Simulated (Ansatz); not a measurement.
# H5NS2Si2: the cost of one run

Method: RKS PBE0/6-31G, in Ansatz 0.2.0.

**1. The structure to begin with**

Bond lengths: S1–S2 1.988 Å, S2–Si3 2.176 Å, Si3–N4 1.663 Å, N4–Si5 1.613 Å, S1–H6 1.363 Å, Si3–H7 1.421 Å, N4–H8 0.980 Å, Si5–H9 1.511 Å, Si5–H10 1.464 Å. Angles: S1–S2–Si3 99.0°, S2–S1–H6 102.5°, S2–Si3–N4 105.4°, S2–Si3–H7 111.9°, N4–Si3–H7 118.4°, Si3–N4–Si5 121.1°, Si3–N4–H8 113.1°, Si5–N4–H8 113.9°, N4–Si5–H9 106.9°, N4–Si5–H10 113.9°, H9–Si5–H10 112.1°.

Structure file:

```xyz
10

S    -0.8925    2.0771    1.0542
S     0.4372    0.8409    1.8629
Si   -0.1594   -0.9989    0.8654
N     0.9664   -1.2346   -0.3361
Si    0.7948   -0.5457   -1.7845
H    -1.9880    1.8892    1.8428
H    -1.5357   -0.9883    0.5104
H     1.8884   -1.2378   -0.0039
H     1.0836    0.9266   -1.6074
H    -0.5118   -0.7798   -2.4009
```

**2. End point A**

File input.yaml:

```yaml
crystal:
  periodic: [false, false, false]
  atoms:
    - { symbol: S, position_ang: [-0.8925, 2.0771, 1.0542] }
    - { symbol: S, position_ang: [0.4372, 0.8409, 1.8629] }
    - { symbol: Si, position_ang: [-0.1594, -0.9989, 0.8654] }
    - { symbol: "N", position_ang: [0.9664, -1.2346, -0.3361] }
    - { symbol: Si, position_ang: [0.7948, -0.5457, -1.7845] }
    - { symbol: H, position_ang: [-1.988, 1.8892, 1.8428] }
    - { symbol: H, position_ang: [-1.5357, -0.9883, 0.5104] }
    - { symbol: H, position_ang: [1.8884, -1.2378, -0.0039] }
    - { symbol: H, position_ang: [1.0836, 0.9266, -1.6074] }
    - { symbol: H, position_ang: [-0.5118, -0.7798, -2.4009] }
basis:
  gaussian: { orbitals: "6-31G" }
hamiltonian:
  xc: pbe0
relax:
  f_tol: 0.015
  max_steps: 40
```

Command:

```
$ ansatz run input.yaml --threads 1 --pin off --max-ram 2048MiB --backend cpu --events-out ev --progress --plain --runs-dir out
```

Q: Estimate wall time and peak memory on 1 thread of Arm Neoverse V1, shared host.

About 3.2 min, with a peak of 0.17 GiB.
